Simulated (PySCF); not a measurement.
# [IrN2]+: relaxation and vibrations of the triplet

Aim: relax [IrN2]+ as a triplet from a hand-made end-on geometry, check by its vibrations whether the end is a minimum, and collect its spectrum and constants.

Method: PBE0, basis Ir def2-TZVP with ECP60, N def2-TZVP, scalar-relativistic core potentials, no spin–orbit coupling, density fitting; program: PySCF 2.14.0.

## 1. Where the work starts

3 atoms, charge 1, spin multiplicity 3.

Bond lengths: Ir1–N2 1.988 Å, N2–N3 1.204 Å. Angles: Ir1–N2–N3 119.9°.

```xyz
3
charge 1 multiplicity 3
Ir    0.0000    0.0000    0.0000
N     0.0000    0.0000    1.9879
N     1.0440    0.0000    2.5879
```

## 2. First SCF at the start

The steps below are one call of a driver around PySCF. For each, scf.py gives the equivalent set-up of the SCF; relaxations use the driver's own optimiser. After this first run the driver tries any further starts and a stability analysis.

Input file scf.py:

```python
from pyscf import gto, scf, dft
mol = gto.M(atom='''
Ir     0.000000     0.000000     0.000000
N      0.000000     0.000000     1.987900
N      1.044000     0.000000     2.587900''',
    basis={'Ir': 'def2-TZVP', 'N': 'def2-TZVP'},
    ecp={'Ir': 'def2-TZVP'},
    charge=1, spin=2)
mf = dft.UKS(mol, xc='PBE0')
mf.grids.atom_grid = (50, 194)
aux = {'Ir': 'def2-universal-JKFIT', 'N': 'def2-universal-JKFIT'}
mf = mf.density_fit(auxbasis=aux)
mf.conv_tol = 1e-08
mf.diis_space = 10
mf.max_cycle = 60
mf.init_guess = 'minao'
mf.verbose = 4
mf.kernel()
```

Started as:

```bash
OMP_NUM_THREADS=2 python axn.py task.json out
```

Further steps of the session: Relaxation: end-on start, triplet; Vibrations and properties at this point.

What does the calculation give? Wanted: minimum; geometry; wavenumbers; dipole moment; highest occupied, lowest empty level; polar-tensor charge of Ir1; zero-point energy; ⟨S²⟩.

As calculated:

| quantity | value |
| --- | --- |
| minimum | triplet, C∞v |
| geometry | Ir–N 1.897 Å, N–N 1.097 Å; Ir–N–N 180.0° |
| wavenumbers (cm⁻¹) | 339 (π), 450 (σ+), 2403 (σ+) |
| dipole moment (centre of mass) | 0.45 D |
| highest occupied, lowest empty level (either spin) | -13.97, -10.28 eV |
| polar-tensor charge of Ir1 | +0.72 e |
| zero-point energy | 21.1 kJ/mol |
| entropy at 298.15 K | 269.9 J/(mol K) |
| ⟨S²⟩ | 2.004 |

In words: From Cs at the start the molecule goes to a C∞v minimum. The strongest infrared band lies at 2403 cm⁻¹ (σ+). Most of the spin sits on Ir1 (Mulliken spin 2.00, against 2 for the whole molecule). Other starts or spin states, not run here, may lie lower. One determinant may miss the lowest occupation of an open d or f shell. Spin–orbit coupling, left out here, can matter for elements this heavy.
